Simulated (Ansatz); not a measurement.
This script makes an equation of state with a fit of ZrH2, space group Fm-3m with Ansatz 0.2.0 through its Python package.

Script `zrh2.py`:
```python
import ansatz
from ase.eos import EquationOfState
from ase.units import GPa
import numpy as np

VECTORS = np.array([
    [0.0, 2.409225, 2.409225],
    [2.409225, 0.0, 2.409225],
    [2.409225, 2.409225, 0.0],
])
SITES = [
    ("Zr", (0.0, 0.0, 0.0)),
    ("H", (0.75, 0.75, 0.75)),
    ("H", (0.25, 0.25, 0.25)),
]


def crystal_on(cell):
    crystal = ansatz.Crystal(lattice=ansatz.Lattice.of(cell))
    for symbol, position in SITES:
        crystal = crystal.atom(symbol, position)
    return crystal

volumes, energies, pressures = [], [], []
for scale in np.linspace(0.88, 1.12, 7):
    cell = VECTORS * scale ** (1 / 3)
    calc = (
        crystal_on(cell).calculation()
        .functional("LDA")
        .scf(tolerance=1e-08, max_iterations=65)
        .occupations("Fermi-Dirac", width=0.1)
        .basis(450)
        .kpoints(10, 10, 10)
        .stress()
    )
    data = calc.run().report
    volumes.append(abs(np.linalg.det(cell)) / len(SITES))
    energies.append(data["free_energy_ev"] / len(SITES))
    pressures.append(np.trace(data["stress_gpa"]) / 3)
    print(f"V = {volumes[-1]:8.4f} A^3/atom  F = {energies[-1]:.5f} eV/atom  P = {pressures[-1]:8.3f} GPa")

eos = EquationOfState(volumes, energies, eos="sj")
v0, e0, bulk = eos.fit()
print(f"V0 = {v0:.4f} A^3/atom, E0 = {e0:.5f} eV/atom, B = {bulk / GPa:.1f} GPa")
eos.plot("eos.png")
```

Its results, one of them left out:

| V (Å³/atom) | F less the lowest row shown (meV/atom) |
| --- | --- |
| 8.204 | ? |
| 8.577 | 3.82 |
| 8.950 | 0.00 |
| 9.323 | 10.05 |
| 9.696 | 31.34 |
| 10.068 | 61.78 |
| 10.441 | 99.61 |

What is the missing energy at 8.204 Å³ an atom?

A third-order Birch-Murnaghan fit, E = E0 + (9 V0 B0 / 16) [(t - 1)³ B' + (t - 1)² (6 - 4t)] with t = (V0/V)^(2/3), through the 6 rows shown gives V0 = 8.855 Å³, B0 = 148.7 GPa, B' = 3.99 and E0 = -0.46 meV. At V = 8.204 Å³, t = 1.05224, and the fit extrapolates to 24.76 meV. The run gave 24.73 meV, a miss of 0.03 meV.

Notes:
- No spin polarisation was allowed.
- The mesh is modest for a metal, so energies can be off by several to tens of meV an atom and pressures by half a GPa or more; differences at equal mesh fare better.
- The program warned that this SCF threshold is loose for forces or stresses.
- Pressure is positive in compression.
- At these settings the cell as given stands under about -7 GPa, so it isn't at this functional's equilibrium volume.
- The structure comes from a database of computed cells and needn't be a stable or known phase.
- Wall time of the script: 6.7 s on 1 thread of Arm Neoverse V2, on a shared host, peak memory 0.36 GiB.
